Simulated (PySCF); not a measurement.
# C4H5FO2: the cost of one run

Programs: PySCF 2.14.0, with density-fitted response routines of our own. Each step states its level of theory. These are calculated values for one molecule in the gas phase, unless marked as measured. Atoms are numbered from 0 throughout.

### 1 The starting structure

12 atoms, charge 0, multiplicity 1; geometry from: PBE0-D3(BJ)/def2-SVP.

Bonds of the start (Å): O0–C1 1.19, C1–C2 1.52, C2–O3 1.43, O3–C4 1.43, C4–C5 1.50, C5–F6 1.37, C4–C1 1.54, C2–H7 1.10, C2–H8 1.10, C4–H9 1.11, C5–H10 1.10, C5–H11 1.10.

### 2 Excited states and response: HF/def2-SVPD

What the job is given:

```
{"job": {"kind": "uv", "xc": "HF", "basis": "def2-SVPD", "ip": true}, "charge": 0, "multiplicity": 1}
O     -0.124967     0.598816     2.170463
C      0.202368     0.546736     1.028903
C      1.491817     0.637424     0.229833
O      0.740434     0.537302    -0.979078
C     -0.513880     0.367557    -0.317508
C     -1.124866    -0.987255    -0.547342
F     -0.273936    -1.959255    -0.088099
H      2.049931     1.585419     0.327191
H      2.176727    -0.214859     0.388043
H     -1.242799     1.163620    -0.562232
H     -1.295584    -1.144551    -1.625767
H     -2.086602    -1.060763    -0.011067
```

Level: TDDFT HF/def2-SVPD, vertical, gas phase, core orbitals frozen in the response.

Command:

```bash
> OMP_NUM_THREADS=1 python probes_run.py task.json out
```

One launch serves the whole session: the jobs run in the order shown.

**Question.** How long does this first job take on 1 thread of Arm Neoverse V2, shared host, and how much memory does it need?

About 21 s, with a peak of 0.78 GiB.
